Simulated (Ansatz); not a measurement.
# CH3AlClFO2: small, medium and large basis sets

An exercise on one series of results from a longer session: the logs are not shown, and one member is left open.

Computed with Ansatz 0.2.0, Gaussian basis. Level: one geometry, several basis sets.

Levels to be run: PBE0-D4/def2-SVP; ωB97M-V/def2-SVP; PBE0-D4/def2-QZVPP; ωB97M-V/def2-QZVPP; the functionals' def2-TZVPP values are taken from earlier runs.

### Structure used throughout

An earlier PBE0-D4 in a triple-zeta def2 set relaxation fixed the geometry.

9 atoms, charge 0, spin multiplicity 1.

Atoms are counted from 1 here; the program's logs count them from 0.

Bond lengths: O1–C2 1.299 Å, O1–H7 0.968 Å, C2–F3 1.289 Å, C2–O5 1.207 Å, Cl4–Al6 2.142 Å, O5–Al6 2.012 Å, Al6–H8 1.586 Å, Al6–H9 1.581 Å. Angles: C2–O1–H7 108.9°, O1–C2–F3 111.0°, O1–C2–O5 125.7°, F3–C2–O5 123.3°, C2–O5–Al6 130.2°, Cl4–Al6–O5 97.2°, Cl4–Al6–H8 114.9°, Cl4–Al6–H9 115.7°, O5–Al6–H8 99.9°, O5–Al6–H9 99.3°, H8–Al6–H9 122.4°.

The first run:

File in.yaml:

```yaml
crystal:
  periodic: [false, false, false]
  atoms:
    - {symbol: O, position_ang: [2.305888, -0.475385, 0.733590]}
    - {symbol: C, position_ang: [1.034246, -0.224595, 0.654348]}
    - {symbol: F, position_ang: [0.433319, -0.527700, 1.753427]}
    - {symbol: Cl, position_ang: [-2.042834, -1.608839, -0.419455]}
    - {symbol: O, position_ang: [0.466298, 0.238724, -0.305132]}
    - {symbol: Al, position_ang: [-1.500578, 0.447948, -0.675971]}
    - {symbol: H, position_ang: [2.723466, -0.251599, -0.111014]}
    - {symbol: H, position_ang: [-1.905925, 1.400551, 0.525291]}
    - {symbol: H, position_ang: [-1.425279, 0.954595, -2.172185]}
basis:
  gaussian: {orbitals: def2-SVP}
hamiltonian: {xc: pbe0, dispersion: d4}
output: {orbitals: {seedname: orbitals}}
```

The run is started by

```bash
> ansatz run in.yaml --threads 4 --pin off --events-out ev --progress --plain --max-ram 10444MiB
```

Among the steps run: PBE0-D4 in def2-SVP; ωB97M-V in def2-SVP; PBE0-D4 in def2-QZVPP; ωB97M-V in def2-QZVPP.

One table of the session follows, with a row left open; its other results are not shown here.

It belongs to the step «Density functionals: the series». 

| functional | basis | HOMO (eV) |
| --- | --- | --- |
| PBE0-D4 | def2-SVP | -7.41 |
| PBE0-D4 | def2-TZVPP | -7.55 |
| PBE0-D4 | def2-QZVPP | -7.58 |
| ωB97M-V | def2-SVP | -9.55 |
| ωB97M-V | def2-TZVPP | ? |
| ωB97M-V | def2-QZVPP | -9.80 |

**Question.** Estimate the row for ωB97M-V, def2-TZVPP.

**Answer.** HOMO (eV): -9.76. In the column «HOMO (eV)» it lies between ωB97M-V, def2-QZVPP (-9.80) and ωB97M-V, def2-SVP (-9.55).
